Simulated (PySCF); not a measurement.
# AgO₂: doublet, from a end-on start

The task is one start of a wider search on AgO₂: the doublet, from a end-on start. It is relaxed, tested by its Hessian and followed downhill if it is a saddle.

Program: PySCF 2.14.0. Level of theory: PBE0, basis Ag def2-TZVP with ECP28, O def2-TZVP, scalar-relativistic core potentials, no spin–orbit coupling, density fitting. These are calculated values, not measurements.

## Step 1: Starting geometry

3 atoms, charge 0, spin multiplicity 2.

Bond lengths: Ag1–O2 1.967 Å, O2–O3 1.445 Å. Angles: Ag1–O2–O3 119.9°.

Z-matrix (Å, degrees; charge 0 multiplicity 2):
```
Ag
O  1 1.9673
O  2 1.4450 1 119.89
```

## Step 2: First SCF at the start

The steps below are one call of a driver around PySCF. For each, scf.py gives the equivalent set-up of the SCF; relaxations use the driver's own optimiser. After this first run the driver tries any further starts and a stability analysis.

Input file scf.py:

```python
from pyscf import gto, scf, dft
mol = gto.M(atom='''
Ag     0.000000     0.000000     0.000000
O      0.000000     0.000000     1.967300
O      1.252800     0.000000     2.687300''',
    basis={'Ag': 'def2-TZVP', 'O': 'def2-TZVP'},
    ecp={'Ag': 'def2-TZVP'},
    charge=0, spin=1)
mf = dft.UKS(mol, xc='PBE0')
mf.grids.atom_grid = (50, 194)
aux = {'Ag': 'def2-universal-JKFIT', 'O': 'def2-universal-JKFIT'}
mf = mf.density_fit(auxbasis=aux)
mf.conv_tol = 1e-08
mf.diis_space = 10
mf.max_cycle = 60
mf.init_guess = 'minao'
mf.verbose = 4
mf.kernel()
```

On the command line:

```
$ OMP_NUM_THREADS=2 python axn.py task.json out
```

After this run come: End-on start, doublet: relaxation; Vibrations and properties at this point.

Q: Predict the outcome of this session. Wanted: minimum; geometry; wavenumbers; dipole moment; highest occupied, lowest empty level; polar-tensor charge of Ag1; zero-point energy; atomisation energy; ⟨S²⟩.

The runs gave:

| quantity | value |
| --- | --- |
| minimum | doublet, Cs |
| geometry | Ag–O 2.424 Å, O–O 1.218 Å; Ag–O–O 120.6° |
| wavenumbers (cm⁻¹) | 77 (a'), 243 (a'), 1455 (a') |
| dipole moment | 1.50 D |
| highest occupied, lowest empty level (either spin) | -5.32, -2.90 eV |
| polar-tensor charge of Ag1 | -0.07 e |
| zero-point energy | 10.6 kJ/mol |
| entropy at 298.15 K | 300.6 J/(mol K) |
| atomisation energy (no zero-point energy) | 527 kJ/mol |
| ⟨S²⟩ | 1.428 |

What this shows: The molecule stays Cs, as typed, and the end point is a minimum. The determinant is spin-contaminated (⟨S²⟩ = 1.43 against 0.75), so it is no pure spin state. In the infrared the band at 1455 cm⁻¹ (a') leads. The first SCF alone would have been 35 kJ/mol too high. Other starts or spin states, not run here, may lie lower. One determinant may miss the lowest occupation of an open d or f shell.
